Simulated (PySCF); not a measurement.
The system is SiClH3, in a box.

```
CELL_PARAMETERS angstrom
12.00000 0.00000 0.00000
0.00000 12.00000 0.00000
0.00000 0.00000 12.00000
ATOMIC_POSITIONS crystal
Si 0.45477 0.46540 0.51008
Cl 0.61730 0.42105 0.54015
H 0.38487 0.42315 0.60258
H 0.41955 0.41504 0.40308
H 0.44821 0.58846 0.50393
```

Program: PySCF 2.14.0. Alike in all runs: task atomic charges; potentials or basis def2-svp (all-electron); no spin polarisation; cell as given; k mesh 1 × 1 × 1; smearing fixed.

Problem. Order these runs on this cell by their band gap on the k mesh, lowest first.
A. level BHandHLYP+D3; three-body dispersion term no; exxdiv ewald
B. level SCAN+D4; three-body dispersion term yes
C. level N12
D. level r2SCAN50+D3(BJ); three-body dispersion term no; exxdiv ewald

Solution. C (6.92 eV), B (7.57 eV), A (11.53 eV), D (11.71 eV).

Caveats: this is a molecule in a periodic box at the Γ point, so its band gap is the HOMO-LUMO gap; the basis of atomic orbitals isn't converged, which shifts pressures, moduli and gaps.

Runs at the PBE level aren't shown here.
